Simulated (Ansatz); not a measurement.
# BGeH4+ (singlet): the correlation ladder, cc-pVDZ

An exercise on one series of results from a longer session: the logs are not shown, and one member is left open.

Computed with Ansatz 0.2.0, Gaussian basis. Level: cc-pVDZ, core rule «outside noble gas», up to 15 orbitals frozen.

The runs, in order: UHF; CCSD(T) on RHF; BCCD(T) on RHF; CISD; CCSDT(Q) on RHF; CASSCF and MRCISD+Q, 8 electrons in 8 orbitals; CASSCF and NEVPT2, 8 electrons in 8 orbitals.

23 further runs of the same task are left out: 6 that didn't finish, 17 set aside as unsound or not needed. Runs told in other sessions of the task aren't counted.

## The system

The geometry is a PBE0/def2-TZVP stationary point (not a proven minimum) of the parent state, kept for this charge and spin. No spin-orbit coupling is included. The filled d shell of Ge may be among the frozen orbitals whatever the setting's name suggests.

6 atoms, charge 1, spin multiplicity 1.

Atoms are counted from 1 here; the program's logs count them from 0.

Bond lengths: Ge1–B2 2.035 Å, Ge1–H3 1.544 Å, Ge1–H4 1.539 Å, Ge1–H5 1.539 Å, B2–H6 1.191 Å. Angles: B2–Ge1–H3 116.3°, B2–Ge1–H4 108.2°, B2–Ge1–H5 108.2°, H3–Ge1–H4 108.0°, H3–Ge1–H5 108.0°, H4–Ge1–H5 107.7°, Ge1–B2–H6 138.1°.

Set-up of the first run:

in.yaml

```yaml
crystal:
  periodic: [false, false, false]
  atoms:
    - {symbol: Ge, position_ang: [0.000000, 0.014664, 0.265904]}
    - {symbol: B, position_ang: [0.000000, -0.153562, -1.762462]}
    - {symbol: H, position_ang: [0.000000, 1.450275, 0.833026]}
    - {symbol: H, position_ang: [1.242710, -0.713048, 0.809866]}
    - {symbol: H, position_ang: [-1.242710, -0.713048, 0.809866]}
    - {symbol: H, position_ang: [0.000000, 0.566075, -2.711984]}
basis:
  gaussian: {orbitals: cc-pVDZ}
total_charge: 1
magnetization: {spin_polarized: true, initial_magnetization: 0}
hamiltonian: {xc: hf}
output: {orbitals: {seedname: orbitals}}
```

On the command line:

```bash
$ ansatz run in.yaml --threads 1 --pin off --events-out ev --progress --plain --max-ram 2393MiB
```

Steps of the session up to this table: UHF; CCSD(T) on RHF; BCCD(T) on RHF; CISD; CCSDT(Q) on RHF; CASSCF and MRCISD+Q, 8 electrons in 8 orbitals; CASSCF and NEVPT2, 8 electrons in 8 orbitals.

One table of the session follows, with a row left open; its other results are not shown here.

It belongs to the step «Misses and costs». 

| method | from RCCSDT(Q) (kJ/mol) |
| --- | --- |
| RHF | +523.5 |
| RMP2 | +127.0 |
| CISD | +53.8 |
| RCCSD | +16.0 |
| RCCSD(T) | +3.6 |
| BCCD(T) | +3.6 |
| RCCSDT | +0.5 |
| RCCSDT(Q) | 0 |
| CASSCF frontier | +360.2 |
| NEVPT2 frontier | ? |
| MRCISD frontier | +27.5 |
| MRCISD+Q frontier | +1.8 |

**Question.** Estimate the row for NEVPT2 frontier.

As computed: from RCCSDT(Q) (kJ/mol): +120.6. In the column «from RCCSDT(Q) (kJ/mol)» it lies between CISD (+53.8) and RMP2 (+127.0).
